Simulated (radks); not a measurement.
**Tc³⁸⁺ in [He] 2s2 3d1: an all-electron calculation**

The task here is to estimate one member of a computed series from the others.

Program: radks (a radial shooting solver on a logarithmic mesh, Libxc functionals) version 1. Level of theory: Dirac Kohn-Sham, B86b exchange with PBE correlation, spin-unpolarised, spherical densities, finite nucleus; open shells are shared between the two j in proportion to 2j + 1. These are calculated values, not measurements, unless marked.

## The system

```
element            : technetium (Z = 43)
charge             : +38
electrons          : 5
configuration      : [He] 2s2 3d1
nuclear rms radius : 4.4112 fm
```

The outer shells:

Tc³⁸⁺
```
[He] core
2s [↑↓]
3d [↑ ][  ][  ][  ][  ]
```

Set-up of the first run:

Settings of this run:

```text
Z 43
configuration [He] 2s2 3d1
relativity Dirac
functional b86_mgc,pbe
spin unpolarised
j_filling average
nucleus finite rms 4.4112 fm
c 137.035999084
```

One of the session's tables, all rows but one given; the rest of the session is left out.

It belongs to the step «Shells». Sizes of the orbitals, from the radial functions (bohr):

```
level      <r>  outermost maximum (interpolated)  90 % within
1s1/2  0.03410                            0.0222       0.0611
2s1/2   0.1398                             0.121        0.214
3d3/2        ?                                 ?            ?
3d5/2   0.2641                             0.225        0.399
```

Q: Estimate the row for 3d3/2 from the others.

As computed: <r>: 0.2621; outermost maximum (interpolated): 0.223; 90 % within: 0.397. In the column «<r>» it lies between 2s1/2 (0.1398) and 3d5/2 (0.2641).
